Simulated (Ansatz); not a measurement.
# SrTiO3 (Tausonite): the cost of one run

Computed with Ansatz 0.2.0 (DFT PBE, scalar-relativistic, plane waves, PAW, unless a step's input says otherwise).

### Step 1. The system as given

The structure is cubic, space group Pm-3m (No. 221). Conventional cell: a = 3.905 Å, b = 3.905 Å, c = 3.905 Å, α = 90.00°, β = 90.00°, γ = 90.00°. Sr (site symmetry m-3m) has 12 O at 2.76 Å as nearest neighbours. Ti (site symmetry m-3m) is surrounded by 6 O at 1.95 Å. O (site symmetry 4/mmm) is surrounded by 2 Ti at 1.95 Å and 4 Sr at 2.76 Å.

As a file:

```cif
data_structure
_symmetry_space_group_name_H-M 'P 1'
_symmetry_Int_Tables_number 1
_cell_length_a 3.9053
_cell_length_b 3.9053
_cell_length_c 3.9053
_cell_angle_alpha 90.000
_cell_angle_beta 90.000
_cell_angle_gamma 90.000
_cell_volume 59.56
loop_
_atom_site_label
_atom_site_type_symbol
_atom_site_fract_x
_atom_site_fract_y
_atom_site_fract_z
_atom_site_occupancy
Sr1 Sr 0.50000 0.50000 0.50000 1
Ti1 Ti 0.00000 0.00000 0.00000 1
O1 O 0.50000 0.00000 0.00000 1
O2 O 0.00000 0.50000 0.00000 1
O3 O 0.00000 0.00000 0.50000 1
```

The structure comes from the Crystallography Open Database.

(A quick probe on a coarse mesh, which set the mesh and smearing, is not shown.)

### Step 3. Relaxing cell and atoms

File input.yaml:

```yaml
crystal:
  lattice:
    - [3.90528, 0.0, 0.0]
    - [0.0, 3.90528, 0.0]
    - [0.0, 0.0, 3.90528]
  atoms:
    - { symbol: Sr, position: [0.5, 0.5, 0.5] }
    - { symbol: Ti, position: [0.0, 0.0, 0.0] }
    - { symbol: O, position: [0.5, 0.0, 0.0] }
    - { symbol: O, position: [0.0, 0.5, 0.0] }
    - { symbol: O, position: [0.0, 0.0, 0.5] }
basis:
  ecutwfc: 420
kpoints:
  mp_grid: { grid: [4, 4, 4] }
hamiltonian:
  xc: pbe
scf:
  occupations: { method: gaussian, width: 0.02 }
output:
  forces: true
  stress: true
  eigenvalues: true
  write_density: true
  write_potential: true
  elf: true
  volumetric_format: npy
relax:
  adjacent_minimum: "off"
  f_tol: 0.005
  max_steps: 80
  cell: { stress_tol: 0.05 }
```

On the command line:

```console
> ansatz run input.yaml --threads 1 --pin off --max-ram 2560MiB --backend cpu --events-out ev --progress --plain --runs-dir out
```

Q: Estimate wall time and peak memory on 1 thread of AMD EPYC (Zen 3), shared host.

About 23 s, with a peak of 0.35 GiB.
